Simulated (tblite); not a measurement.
# C6H10ClFSi: the cost of one run

Computed with tblite 0.8.0 and PySCF 2.14.0, with density-fitted response routines of our own, on a single molecule in the gas phase. Atoms count from 0, in the outputs and in this text.

## Step 1: Starting geometry

19 atoms, charge 0, multiplicity 1; geometry from: force field or distance geometry start.

Bonds of the start (Å): C0–C1 1.54, C1–C2 1.48, C2–C3 1.47, C3–C4 1.28, C4–Cl5 1.81, C4–C6 1.46, C6–Si7 1.89, Si7–F8 1.65, Si7–C2 1.88, C0–H9 1.11, C0–H10 1.11, C0–H11 1.12, C1–H12 1.10, C1–H13 1.12, C2–H14 1.12, C3–H15 1.11, C6–H16 1.13, C6–H17 1.10, Si7–H18 1.45.

## Step 2: Optimising the geometry with GFN2-xTB

The job: settings as JSON, then the geometry in Å.

```
{"job": {"kind": "relax", "xc": "GFN2-xTB", "basis": "xTB"}, "charge": 0, "multiplicity": 1}
C      2.540300    -0.141000    -0.682600
C      1.436600     0.758200    -0.091600
C      0.265200    -0.029100     0.357300
C     -0.448100    -0.791800    -0.683100
C     -1.705400    -0.986100    -0.508900
Cl    -2.696100    -1.914300    -1.701300
C     -2.324900    -0.404000     0.672500
Si    -1.152800     1.050400     0.951000
F     -1.451000     2.291200    -0.101600
H      2.321200    -1.213500    -0.494500
H      2.637100     0.119900    -1.755400
H      3.477200     0.122100    -0.134800
H      1.188900     1.592400    -0.768100
H      1.885500     1.226300     0.817700
H      0.507900    -0.755700     1.169600
H      0.115200    -1.202200    -1.545600
H     -2.203500    -1.065900     1.584700
H     -3.369800    -0.079400     0.559200
H     -1.033400     1.431600     2.348000
```

On the command line:

```console
$ OMP_NUM_THREADS=1 python probes_run.py task.json out
```

This one command runs all jobs of the session in turn.

Q: Estimate the wall time and peak memory of this first job on 1 thread of Arm Neoverse N1, shared host.

About 1.6 s, with a peak of 0.18 GiB.
